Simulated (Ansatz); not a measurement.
# Sc2AlAs3: the cost of one run

Program: Ansatz 0.2.0. Level of theory: DFT PBE, scalar-relativistic, plane waves, PAW. These are calculated values, not measurements.

**1. The starting structure**

Symmetry: P6/mmm, No. 191, hexagonal system. Conventional cell: a = 5.228 Å, b = 5.228 Å, c = 6.326 Å, α = 90.00°, β = 90.00°, γ = 120.00°. Sc (site symmetry -6m2) has 3 Al at 3.02 Å and 3 Sc at 3.02 Å and 2 As at 3.16 Å in its first shell of neighbours. Al (site symmetry 6/mmm) is surrounded by 6 Sc at 3.02 Å and 2 As at 3.16 Å. Around As (site symmetry -6m2) lie 6 As at 3.02 Å and 2 Sc at 3.16 Å. As (site symmetry 6/mmm) is surrounded by 6 As at 3.02 Å and 2 Al at 3.16 Å.

As a file:

```
Sc Al As
1.0
     5.22775    0.00000    0.00000
    -2.61387    4.52736    0.00000
     0.00000    0.00000    6.32572
Sc Al As
2 1 3
Direct
  0.33333 0.66667 0.00000
  0.66667 0.33333 0.00000
  0.00000 0.00000 0.00000
  0.33333 0.66667 0.50000
  0.66667 0.33333 0.50000
  0.00000 0.00000 0.50000
```

Recipe of the guess: random cell by space group and Wyckoff sites (P6/mmm, No. 191). Lengths come from tabulated atomic sizes and are only a guess.

**2. Probe: one point on a coarse mesh**

Input file input.yaml:

```yaml
crystal:
  lattice:
    - [5.22774616, 0.0, 0.0]
    - [-2.61387308, 4.52736098, 0.0]
    - [0.0, 0.0, 6.3257243]
  atoms:
    - { symbol: Sc, position: [0.33333333, 0.66666667, 0.0] }
    - { symbol: Sc, position: [0.66666667, 0.33333333, 0.0] }
    - { symbol: Al, position: [0.0, 0.0, 0.0] }
    - { symbol: As, position: [0.33333333, 0.66666667, 0.5] }
    - { symbol: As, position: [0.66666667, 0.33333333, 0.5] }
    - { symbol: As, position: [0.0, 0.0, 0.5] }
basis:
  ecutwfc: 420
kpoints:
  mp_grid: { grid: [6, 6, 4] }
hamiltonian:
  xc: pbe
scf:
  occupations: { method: gaussian, width: 0.1 }
  lower_state_search: "off"
output:
  forces: true
  stress: true
  eigenvalues: true
```

The run is started by

```console
> ansatz run input.yaml --threads 1 --pin off --max-ram 2560MiB --backend cpu --events-out ev --progress --plain --runs-dir out
```

What time and memory should one allow on 1 thread of Intel Xeon Platinum 8488C (Sapphire Rapids), shared host?

About 7 s, with a peak of 0.48 GiB.
